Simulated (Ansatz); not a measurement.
# ClTa: the cost of one run

Program: Ansatz 0.2.0, Gaussian basis. Level of theory: def2-TZVPP, core rule «outside noble gas», up to 9 orbitals frozen. These are calculated values, not measurements.

Plan: UHF; ROHF; CCSD(T) on UHF.

## 1. The geometry

The geometry is a PBE0/def2-TZVP stationary point (not a proven minimum) of the parent state, kept for this charge and spin. No spin-orbit coupling is included. Elements past krypton take def2 core potentials.

2 atoms, charge 0, spin multiplicity 7.

Atoms are counted from 1 here; the program's logs count them from 0.

Bond lengths: Ta1–Cl2 2.292 Å.

## 2. UHF

File in.yaml:

```yaml
crystal:
  periodic: [false, false, false]
  atoms:
    - {symbol: Ta, position_ang: [0.000000, 0.000000, 0.000000]}
    - {symbol: Cl, position_ang: [0.000000, 0.000000, 2.292200]}
basis:
  gaussian: {orbitals: def2-TZVPP}
magnetization: {spin_polarized: true, initial_magnetization: 6}
hamiltonian: {xc: hf}
output: {orbitals: {seedname: orbitals}}
```

On the command line:

```bash
$ ansatz run in.yaml --threads 1 --pin off --events-out ev --progress --plain --max-ram 3968MiB --backend cpu
```

Q: Estimate wall time and peak memory on 1 thread of AMD EPYC 7R13, shared host.

About 14 s, with a peak of 0.26 GiB.
